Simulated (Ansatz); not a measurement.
# InW12C12: the cost of one run

Method: DFT PBE, plane waves, PAW, scalar-relativistic, no spin polarisation, in Ansatz 0.2.0.

**1. The system as given**

The cell holds 25 atoms (C12InW12): a = 5.687 Å, b = 5.687 Å, c = 19.982 Å, α = 90.00°, β = 90.00°, γ = 120.00°.

Its coordinates follow in the input file.

**2. End point A**

The input, input.yaml:

```yaml
crystal:
  lattice:
    - [5.6872, 0.0, 0.0]
    - [-2.8436, 4.92526, 0.0]
    - [0.0, 0.0, 19.982375]
  atoms:
    - { symbol: W, position: [0.0, 0.0, 0.0500441] }
    - { symbol: C, position: [0.3333333, 0.1666667, 0.1199294] }
    - { symbol: W, position: [0.0, 0.0, 0.1898148] }
    - { symbol: C, position: [0.3333333, 0.1666667, 0.2597001] }
    - { symbol: W, position: [0.0, 0.0, 0.3295854] }
    - { symbol: C, position: [0.3333333, 0.1666667, 0.3994708] }
    - { symbol: W, position: [0.0, 0.5, 0.0500441] }
    - { symbol: C, position: [0.3333333, 0.6666667, 0.1199294] }
    - { symbol: W, position: [0.0, 0.5, 0.1898148] }
    - { symbol: C, position: [0.3333333, 0.6666667, 0.2597001] }
    - { symbol: W, position: [0.0, 0.5, 0.3295854] }
    - { symbol: C, position: [0.3333333, 0.6666667, 0.3994708] }
    - { symbol: W, position: [0.5, 0.0, 0.0500441] }
    - { symbol: C, position: [0.8333333, 0.1666667, 0.1199294] }
    - { symbol: W, position: [0.5, 0.0, 0.1898148] }
    - { symbol: C, position: [0.8333333, 0.1666667, 0.2597001] }
    - { symbol: W, position: [0.5, 0.0, 0.3295854] }
    - { symbol: C, position: [0.8333333, 0.1666667, 0.3994708] }
    - { symbol: W, position: [0.5, 0.5, 0.0500441] }
    - { symbol: C, position: [0.8333333, 0.6666667, 0.1199294] }
    - { symbol: W, position: [0.5, 0.5, 0.1898148] }
    - { symbol: C, position: [0.8333333, 0.6666667, 0.2597001] }
    - { symbol: W, position: [0.5, 0.5, 0.3295854] }
    - { symbol: C, position: [0.8333333, 0.6666667, 0.3994708] }
    - { symbol: In, position: [0.5316607, 0.521367, 0.4860471] }
basis:
  ecutwfc: 420.0
kpoints:
  mp_grid: { grid: [3, 3, 1] }
hamiltonian:
  xc: pbe
  pseudopotentials: { kind: paw, azcp: { folder: soft_1 } }
scf:
  occupations: { method: gaussian, width: 0.1 }
  lower_state_search: "off"
relax:
  f_tol: 0.03
  max_steps: 60
  adjacent_minimum: "off"
  constraints: [{ sites: [0, 1, 6, 7, 12, 13, 18, 19] }]
```

The run is started by

```sh
ansatz run input.yaml --threads 4 --pin off --max-ram 10240MiB --backend cpu --events-out ev --progress --plain --runs-dir out
```

Q: Estimate wall time and peak memory on 4 threads of Arm Neoverse V1, shared host.

About 93 s, with a peak of 1.7 GiB.
